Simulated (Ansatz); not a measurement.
**ClGaHI (SMILES [Cl][GaH][I]): a rigid scan of the angle Cl1–Ga2–H4**

How does the energy rise as the angle Cl1–Ga2–H4 leaves its equilibrium value, and do density functionals follow CCSD(T)? No other atom is relaxed.

Computed with Ansatz 0.2.0, Gaussian basis. Level: single points in def2-TZVPP.

Levels: PBE-D4, r2SCAN-D4, PBE0-D4, B3LYP-D4, wB97M-V, Hartree-Fock, MP2, CCSD, CCSD(T). The scan takes 90.4, 97.9, 105.4, 112.9, 120.4, 127.9, 135.4, 142.9, 150.4°.

Cores are frozen in the correlated methods. Filled d shells of the heavier atoms are correlated. Core potentials replace the inner electrons past krypton, and spin-orbit coupling is left out. B3LYP uses VWN-RPA correlation.

28 further runs of the same task are left out: 28 set aside as unsound or not needed.

### Step 1. The system as given

The minimum, relaxed at PBE0-D4: 4 atoms, charge 0, spin multiplicity 1.

Atoms are counted from 1 here; the program's logs count them from 0.

Bond lengths: Cl1–Ga2 2.134 Å, Ga2–I3 2.469 Å, Ga2–H4 1.550 Å. Angles: Cl1–Ga2–I3 116.1°, Cl1–Ga2–H4 120.4°, I3–Ga2–H4 123.5°.

As a file:

```xyz
4
charge 0, multiplicity 1
Cl   -2.0088   -0.0365   -0.4875
Ga    0.0746    0.1912   -0.0866
I     1.1709   -1.6987    1.0624
H     0.8187    1.4837   -0.5086
```

Energies of the minimum (eV), from earlier single points: PBE-D4 -73007.92448, r2SCAN-D4 -73023.38936, PBE0-D4 -73010.75302, B3LYP-D4 -73025.83151, wB97M-V -73017.31430, CCSD(T) -72954.71786.

At the minimum the angle Cl1–Ga2–H4 is 120.4°.

### Step 2. Cl1–Ga2–H4 = 90.4°

The input, ccsdt-tzvpp/in.yaml:

```yaml
crystal:
  periodic: [false, false, false]
  atoms:
    - {symbol: Cl, position_ang: [-1.747014, 0.960126, -0.888935]}
    - {symbol: Ga, position_ang: [0.074640, 0.191243, -0.086573]}
    - {symbol: I, position_ang: [1.170937, -1.698732, 1.062423]}
    - {symbol: H, position_ang: [0.818731, 1.483701, -0.508626]}
basis:
  gaussian: {orbitals: def2-TZVPP}
correlation: {method: ccsd_t}
```

The command line of these runs was not kept.

The runs that follow: Cl1–Ga2–H4 = 97.9°; Cl1–Ga2–H4 = 105.4°; Cl1–Ga2–H4 = 112.9°; Cl1–Ga2–H4 = 120.4°; Cl1–Ga2–H4 = 127.9°; Cl1–Ga2–H4 = 135.4°; Cl1–Ga2–H4 = 142.9°; Cl1–Ga2–H4 = 150.4°.

Before running it: what results should come out? Wanted: highest point, CCSD(T); lowest point, CCSD(T); minimum along the scan, CCSD(T); RMS deviation from CCSD(T); largest T1 diagnostic.

The runs gave:

| quantity | value |
| --- | --- |
| highest point, CCSD(T) | 77.4 kJ/mol at 150.4° |
| lowest point, CCSD(T) | 0.0 kJ/mol at 120.4° |
| minimum along the scan, CCSD(T) | 120.1° |
| curvature there | 1.31 meV/deg² |
| RMS deviation from CCSD(T) | PBE-D4 3.2, r2SCAN-D4 0.9, PBE0-D4 2.0, B3LYP-D4 0.8, wB97M-V 2.2, Hartree-Fock 5.4, MP2 1.4, CCSD 0.7 kJ/mol |
| largest T1 diagnostic | 0.011 |

What this shows: A polynomial through the near points puts the CCSD(T) minimum 0.3° below the PBE0-D4 value. Curvature against CCSD(T): PBE-D4 -9 %, Hartree-Fock +13 %. CCSD follows the CCSD(T) curve best and Hartree-Fock worst.
